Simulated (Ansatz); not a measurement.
# SmHfW: one candidate of a structure search

Aim: relax a trial structure of SmHfW and see where it ends.

Computed with Ansatz 0.2.0 (DFT PBE, scalar-relativistic, plane waves, PAW; 4f electrons in the core of a trivalent norm-conserving potential, unless a step's input says otherwise).

## Step 1: The starting structure

Symmetry: P-6m2, No. 187, hexagonal system. The conventional cell has a = 4.298 Å, b = 4.298 Å, c = 4.465 Å, α = 90.00°, β = 90.00°, γ = 120.00°. Around Sm (site symmetry -6m2) lie 6 Hf at 3.34 Å and 6 W at 3.34 Å. Around Hf (site symmetry -6m2) lie 3 W at 2.48 Å. Around W (site symmetry -6m2) lie 3 Hf at 2.48 Å.

Coordinates:

```xyz
3
Lattice="4.2975 0.0000 0.0000 -2.1488 3.7218 0.0000 0.0000 0.0000 4.4654" Properties=species:S:1:pos:R:3 pbc="T T T"
Sm    0.0000    0.0000    0.0000
Hf    0.0000    2.4812    2.2327
W     2.1488    1.2406    2.2327
```

A structure generator made this guess: species swapped into a database cell of EuZnGe (P-6m2, No. 187), with Sm on the Eu sites, Hf on the Zn sites and W on the Ge sites. Lengths come from tabulated atomic sizes and are only a guess.

## Step 2: Probe: one point on a coarse mesh

Input file input.yaml:

```yaml
crystal:
  lattice:
    - [4.29750945, 0.0, 0.0]
    - [-2.14875472, 3.72175235, 0.0]
    - [0.0, 0.0, 4.46535489]
  atoms:
    - { symbol: Sm, position: [0.0, 0.0, 0.0] }
    - { symbol: Hf, position: [0.33333333, 0.66666667, 0.5] }
    - { symbol: W, position: [0.66666667, 0.33333333, 0.5] }
basis:
  ecutwfc: 690
kpoints:
  mp_grid: { grid: [6, 6, 4] }
hamiltonian:
  xc: pbe
  pseudopotentials:
    kind: paw
    azcp: { Sm: "pseudopotentials/pbe/nc/lanthanide_3plus/Sm.nc.azcp" }
scf:
  occupations: { method: gaussian, width: 0.1 }
  lower_state_search: "off"
output:
  forces: true
  stress: true
  eigenvalues: true
```

Command:

```console
ansatz run input.yaml --threads 1 --pin off --max-ram 2560MiB --backend cpu --events-out ev --progress --plain --runs-dir out
```

The session goes on with these runs: coarse relaxation; relaxation on the finer mesh.

Before running it: what results should come out? Wanted: conventional cell; volume; energy over the elements; gap on the mesh.

The runs gave:

| quantity | value |
| --- | --- |
| symmetry at the end (tolerance 0.05 Å) | space group P-6m2 (No. 187) |
| conventional cell | a = 5.005 Å, b = 5.005 Å, c = 3.138 Å, α = 90.00°, β = 90.00°, γ = 120.00° |
| volume | 22.70 Å³/atom |
| energy over the elements | +0.53 eV/atom |
| gap on the mesh | none (metal) |

In words: The space group P-6m2 (No. 187) is kept, and the volume per atom shrinks by 4.7 % from the first guess. With a positive formation energy it can't be a ground state. No finished test with a distortion of lower symmetry is shown, so the end may be a saddle point. Spin-orbit coupling is left out for Hf, Sm, W. The lanthanide's 4f electrons sit in the core of its potential, so it is trivalent by construction and shows no f bands or moments.

No U or exact exchange acts on the 4f shell of Sm, so a metallic reading can be the functional's.
